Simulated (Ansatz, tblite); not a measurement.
**The cluster Cu5H5: one state, many levels**

Aim: run the singlet of the cluster Cu5H5 at one geometry on many levels, and compare frontier levels, spin and run time.

The runs use Ansatz 0.2.0, Gaussian basis; as each input shows.

The runs, in order: GFN1-xTB, GFN2-xTB, PBE-D4/def2-TZVP, r2SCAN-D4/def2-TZVP, HSE06-D4/def2-TZVP, HF/def2-TZVP, PBE+10HF/def2-SVP, PBE+15HF/def2-SVP, PBE+40HF/def2-SVP, PBE-D4/def2-SVP, PBE0-D4/def2-SVP, HF/6-31G, B3LYP-D4/6-31G, PBE0-D4/def2-TZVPD, PBE-D4/def2-TZVPD, r2SCAN-D4/def2-TZVPD, CCSD(T)/def2-SVP, MP2/def2-TZVP, RPA/def2-TZVP.

6 further runs of the same task are left out: 4 that didn't finish, 2 set aside as unsound or not needed. Runs told in other sessions of the task aren't counted.

### Step 1. The structure

The geometry is that of the singlet, from an earlier relaxation (PBE-D4/def2-SVP). At that level it is the lowest of the isomers that a small search found.

10 atoms, charge 0, spin multiplicity 1.

Bond lengths: Cu1–Cu3 2.376 Å, Cu1–Cu5 2.370 Å, Cu1–H8 1.614 Å, Cu1–H9 1.616 Å, Cu2–Cu4 2.380 Å, Cu2–Cu5 2.375 Å, Cu2–H6 1.615 Å, Cu2–H10 1.613 Å, Cu3–Cu4 2.383 Å, Cu3–H7 1.613 Å, Cu3–H8 1.615 Å, Cu4–H7 1.612 Å, Cu4–H10 1.613 Å, Cu5–H6 1.613 Å, Cu5–H9 1.616 Å. Angles: Cu3–Cu1–Cu5 107.9°, Cu3–Cu1–H8 42.6°, Cu3–Cu1–H9 147.2°, Cu5–Cu1–H8 146.9°, Cu5–Cu1–H9 42.8°, H8–Cu1–H9 169.8°, Cu4–Cu2–Cu5 107.9°, Cu4–Cu2–H6 148.9°, Cu4–Cu2–H10 42.5°, Cu5–Cu2–H6 42.6°, Cu5–Cu2–H10 148.6°, H6–Cu2–H10 168.5°, Cu1–Cu3–Cu4 107.7°, Cu1–Cu3–H7 148.8°, Cu1–Cu3–H8 42.6°, Cu4–Cu3–H7 42.3°, Cu4–Cu3–H8 149.1°, H7–Cu3–H8 168.4° and more.

No spin-orbit coupling is included.

PBE0-D4/def2-TZVP was run before; its log isn't repeated, and its numbers join the tables.

### Step 2. GFN1-xTB

Tight binding, by tblite at 300 K electronic temperature and without a spin-polarisation term:

```python
tblite.interface.Calculator('GFN1-xTB', numbers, positions, charge=0, uhf=0).singlepoint()
```

Energy -689.9987 eV, HOMO -11.45 eV, LUMO -9.47 eV; 0.006 s.

### Step 3. GFN2-xTB

Tight binding, by tblite at 300 K electronic temperature and without a spin-polarisation term:

```python
tblite.interface.Calculator('GFN2-xTB', numbers, positions, charge=0, uhf=0).singlepoint()
```

Energy -605.0993 eV, HOMO -9.21 eV, LUMO -2.65 eV; 0.005 s.

### Step 4. PBE-D4/def2-TZVP

start.molden holds the orbitals of an earlier run on this state, given as this run's starting guess.

in.yaml

```yaml
crystal:
  periodic: [false, false, false]
  atoms:
    - {symbol: Cu, position_ang: [1.819165, 0.879145, 0.003015]}
    - {symbol: Cu, position_ang: [-1.286895, -1.070951, -1.120759]}
    - {symbol: Cu, position_ang: [0.356193, 0.680168, 1.864212]}
    - {symbol: Cu, position_ang: [-1.688803, -0.258995, 1.080136]}
    - {symbol: Cu, position_ang: [0.811331, -0.220742, -1.838811]}
    - {symbol: H, position_ang: [-0.247143, -1.335995, -2.327847]}
    - {symbol: H, position_ang: [-1.135584, 0.434613, 2.426001]}
    - {symbol: H, position_ang: [1.914676, 1.016035, 1.607901]}
    - {symbol: H, position_ang: [1.981215, 0.869193, -1.605081]}
    - {symbol: H, position_ang: [-2.524145, -0.992482, -0.088777]}
basis:
  gaussian: {orbitals: def2-TZVP, initial_orbitals: start.molden}
hamiltonian: {xc: pbe, dispersion: d4}
scf: {omitted_lower_state_checks: [starts]}
output: {orbitals: {seedname: orbitals}}
```

The run is started by

```
$ ansatz run in.yaml --threads 4 --pin off --events-out ev --progress --plain --max-ram 4787MiB
```

After this run come: r2SCAN-D4/def2-TZVP; HSE06-D4/def2-TZVP; HF/def2-TZVP; PBE+10HF/def2-SVP; PBE+15HF/def2-SVP; PBE+40HF/def2-SVP; PBE-D4/def2-SVP; PBE0-D4/def2-SVP; HF/6-31G; B3LYP-D4/6-31G; PBE0-D4/def2-TZVPD; PBE-D4/def2-TZVPD; r2SCAN-D4/def2-TZVPD; CCSD(T)/def2-SVP; MP2/def2-TZVP; RPA/def2-TZVP.

**Question.** What will the summary of the whole plan be? Wanted: gap in def2-TZVP, named functionals and Hartree-Fock, smallest and largest; gap over the share of exact exchange; correlation energy, CCSD(T)/def2-SVP; correlation energy, MP2/def2-TZVP; binding an atom, CCSD(T)/def2-SVP; PBE0 total energy, smallest basis above largest.

As calculated:

```
                                                                  quantity                            value
gap in def2-TZVP, named functionals and Hartree-Fock, smallest and largest  3.10 eV (PBE-D4), 11.77 eV (HF)
                                      gap over the share of exact exchange     3.09 eV at 0, 6.73 eV at 0.4
                                      correlation energy, CCSD(T)/def2-SVP                        -44.39 eV
                                         correlation energy, MP2/def2-TZVP                        -63.75 eV
                                         binding an atom, CCSD(T)/def2-SVP                         2.254 eV
                           PBE0 total energy, smallest basis above largest  33.12 eV (def2-SVP, def2-TZVPD)
```

What this shows: Over the named functionals and Hartree-Fock in def2-TZVP the gap runs from 3.10 eV (PBE-D4) to 11.77 eV (HF); exact exchange widens it. Raising the share of exact exchange from 0 to 0.4 moves the HOMO by -2.42 eV and the LUMO by +1.22 eV. A small miss in a minimal or small basis is a cancelling of errors, not accuracy. The functionals in def2-TZVP miss CCSD(T)/def2-SVP by -0.053 (HSE06-D4) to +0.158 eV (r2SCAN-D4) an atom. The yardstick is in a double-zeta basis, so levels in larger sets aren't compared like for like. The reference is CCSD(T) in one finite basis, so it carries an error of its own, often a tenth of an eV or more, and near misses can't be ranked.
